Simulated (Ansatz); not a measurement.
**BGeH₃ (triplet): the correlation ladder, cc-pVTZ**

How much of the correlation energy of BGeH₃ (triplet) does each wave-function method recover here?

Computed with Ansatz 0.2.0, Gaussian basis. Level: cc-pVTZ, core rule «outside noble gas», up to 15 orbitals frozen.

To be run: UHF; CCSD(T) on ROHF; CCSD(T) on UHF; BCCD(T) on ROHF; CCSDT(Q) on ROHF; CCSDT(Q) on UHF; CASSCF and NEVPT2, 10 electrons in 11 orbitals.

7 further runs of the same task are left out: 1 for a known fault of the program, 6 set aside as unsound or not needed.

### 1 The system

The geometry is a PBE0/def2-TZVP stationary point (not a proven minimum). No spin-orbit coupling is included. The filled d shell of Ge may be among the frozen orbitals whatever the setting's name suggests; the logs give the count.

5 atoms, charge 0, spin multiplicity 3.

Atoms are counted from 1 here; the program's logs count them from 0.

Bond lengths: Ge1–B2 1.947 Å, Ge1–H3 1.543 Å, Ge1–H4 1.534 Å, B2–H5 1.189 Å. Angles: B2–Ge1–H3 128.4°, B2–Ge1–H4 122.3°, H3–Ge1–H4 109.4°, Ge1–B2–H5 134.1°.

### 2 UHF

in.yaml

```yaml
crystal:
  periodic: [false, false, false]
  atoms:
    - {symbol: Ge, position_ang: [0.000000, 0.015295, 0.254755]}
    - {symbol: B, position_ang: [0.000000, -0.169422, -1.683611]}
    - {symbol: H, position_ang: [0.000000, 1.310352, 1.093730]}
    - {symbol: H, position_ang: [0.000000, -1.198297, 1.192594]}
    - {symbol: H, position_ang: [0.000000, 0.602851, -2.587791]}
basis:
  gaussian: {orbitals: cc-pVTZ}
magnetization: {spin_polarized: true, initial_magnetization: 2}
hamiltonian: {xc: hf}
output: {orbitals: {seedname: orbitals}}
```

On the command line:

```console
> ansatz run in.yaml --threads 1 --pin off --events-out ev --progress --plain --max-ram 4096MiB --backend cpu
```

Further steps of the session: CCSD(T) on ROHF; CCSD(T) on UHF; BCCD(T) on ROHF; CCSDT(Q) on ROHF; CCSDT(Q) on UHF; CASSCF and NEVPT2, 10 electrons in 11 orbitals.

Q: Predict the results of all the runs planned. Wanted: UCCSDT(Q) below the RHF energy; RMP2 from UCCSDT(Q); UMP2 from UCCSDT(Q); RCCSD from UCCSDT(Q); RCCSD(T) from UCCSDT(Q); UCCSD(T) from UCCSDT(Q); RCCSDT(Q) from UCCSDT(Q); NEVPT2 valence from UCCSDT(Q); T1 diagnostic.

The runs gave:

| quantity | value |
| --- | --- |
| UCCSDT(Q) below the RHF energy | -6.1590 eV |
| RMP2 from UCCSDT(Q) | +1167.6 meV |
| UMP2 from UCCSDT(Q) | +1182.8 meV |
| RCCSD from UCCSDT(Q) | +251.2 meV |
| RCCSD(T) from UCCSDT(Q) | +45.8 meV |
| UCCSD(T) from UCCSDT(Q) | +43.6 meV |
| RCCSDT(Q) from UCCSDT(Q) | +3.2 meV |
| NEVPT2 valence from UCCSDT(Q) | +1029.1 meV |
| levels within 1 kcal/mol (43 meV) | RCCSDT, UCCSDT, RCCSDT(Q) |
| T1 diagnostic | 0.021 |
| effectively unpaired electrons | 2.03 |

**Reading.** RCCSD(T) lands +45.8 meV from the yardstick (0.7 % of the correlation energy). One determinant dominates. These misses are within one basis, not against nature; the frozen cores of restricted and unrestricted runs differ, which can shift their rows.
